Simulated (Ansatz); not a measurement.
# Si: the cost of one run

Program: Ansatz 0.2.0. Level of theory: DFT, r2SCAN, no spin polarisation, plane waves, PAW. These are calculated values, not measurements.

**1. The structure**

It takes space group Fd-3m (No. 227, cubic). Conventional cell: a = 5.453 Å, b = 5.453 Å, c = 5.453 Å, α = 90.00°, β = 90.00°, γ = 90.00°. Si (site symmetry -43m) is surrounded by 4 Si at 2.36 Å.

The coordinates stand in the input below.

The run starts from a saved solution of this cell (checkpoint.read), perhaps found on another mesh.

**2. The calculation**

input.yaml reads:

```yaml
crystal:
  lattice:
    - [0.0, 2.726283, 2.726283]
    - [2.726283, 0.0, 2.726283]
    - [2.726283, 2.726283, 0.0]
  atoms:
    - { symbol: Si, position: [0.0, 0.0, 0.0] }
    - { symbol: Si, position: [0.25, 0.25, 0.25] }
  symmetry: { tolerance: 0.0003 }
kpoints:
  mp_grid: { grid: [8, 8, 8], shift: [0, 0, 0] }
  band_path:
    path:
      - [0.0, 0.0, 0.0]
      - [0.5, 0.0, 0.5]
      - [0.625, 0.25, 0.625]
      - [0.375, 0.375, 0.75]
      - [0.0, 0.0, 0.0]
      - [0.5, 0.5, 0.5]
      - [0.5, 0.25, 0.75]
      - [0.5, 0.0, 0.5]
    npoints: 8
magnetization:
  spin_polarized: false
scf:
  occupations: { method: gaussian, width: 0.097 }
  lower_state_search: "off"
  max_iter: 200
hamiltonian:
  pseudopotentials: { kind: paw }
  xc: r2scan
basis:
  ecutwfc: 500
  fft_grid_basis: typed
output:
  forces: true
  stress: true
  eigenvalues: true
  bader: true
  populations: true
  elf: true
  write_potential: true
  volumetric_format: npy
  dos:
    e_range: [-12, 8]
    de: 0.05
    projected: { site_lists: { Si: [Si] } }
checkpoint:
  read: saved_state
```

Q: Estimate wall time and peak memory on 1 thread of an x86-64 CPU, shared host.

About 21 s, with a peak of 0.58 GiB.
